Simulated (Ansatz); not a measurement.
# BClFH4N: the cost of one run

All numbers below are computed with Ansatz 0.2.0 (RKS PBE0/def2-SVP).

## Step 1: The structure to begin with

Bond lengths: B1–F2 1.670 Å, B1–N3 1.550 Å, N3–H4 1.060 Å, N3–H5 1.060 Å, B1–H6 1.190 Å, B1–Cl7 2.160 Å, Cl7–H8 1.380 Å. Angles: F2–B1–N3 120.0°, F2–B1–H6 120.0°, F2–B1–Cl7 71.6°, N3–B1–H6 120.0°, N3–B1–Cl7 96.8°, H6–B1–Cl7 101.3°, B1–N3–H4 120.0°, B1–N3–H5 120.0°, H4–N3–H5 120.0°, B1–Cl7–H8 63.0°.

Structure file:

```xyz
8

B     0.0000    0.0000    0.0000
F     0.0000    0.0000    1.6700
N     1.3423    0.0000   -0.7750
H     1.8089   -0.9179   -1.0268
H     1.7937    0.9179   -1.0532
H    -1.0305    0.0000   -0.5950
Cl    0.0968    2.0475    0.6811
H     0.0504    1.0668    1.6505
```

## Step 2: A restrained relaxation towards end A

Springs on the bonds that form and break draw the guess towards this end; the thresholds are loose.

Input file input.yaml:

```yaml
crystal:
  periodic: [false, false, false]
  atoms:
    - { symbol: B, position_ang: [0.0, 0.0, 0.0] }
    - { symbol: F, position_ang: [0.0, 0.0, 1.67] }
    - { symbol: "N", position_ang: [1.3423, 0.0, -0.775] }
    - { symbol: H, position_ang: [1.8089, -0.9179, -1.0268] }
    - { symbol: H, position_ang: [1.7937, 0.9179, -1.0532] }
    - { symbol: H, position_ang: [-1.0305, 0.0, -0.595] }
    - { symbol: Cl, position_ang: [0.0968, 2.0475, 0.6811] }
    - { symbol: H, position_ang: [0.0504, 1.0668, 1.6505] }
basis:
  gaussian: { orbitals: def2-SVP }
hamiltonian:
  xc: pbe0
relax:
  f_tol: 0.15
  max_steps: 25
  restrain:
    - { distance: [0, 6], at: 3.06, k: 30.0 }
    - { distance: [7, 1], at: 2.12, k: 30.0 }
    - { distance: [0, 1], at: 1.32, k: 30.0 }
    - { distance: [7, 6], at: 1.37, k: 30.0 }
```

The run is started by

```
> ansatz run input.yaml --threads 1 --pin off --max-ram 2048MiB --backend cpu --events-out ev --progress --plain --runs-dir out
```

**Question.** How long does this run take on 1 thread of Arm Neoverse V1, shared host, and how much memory does it need?

About 43 s, with a peak of 0.15 GiB.
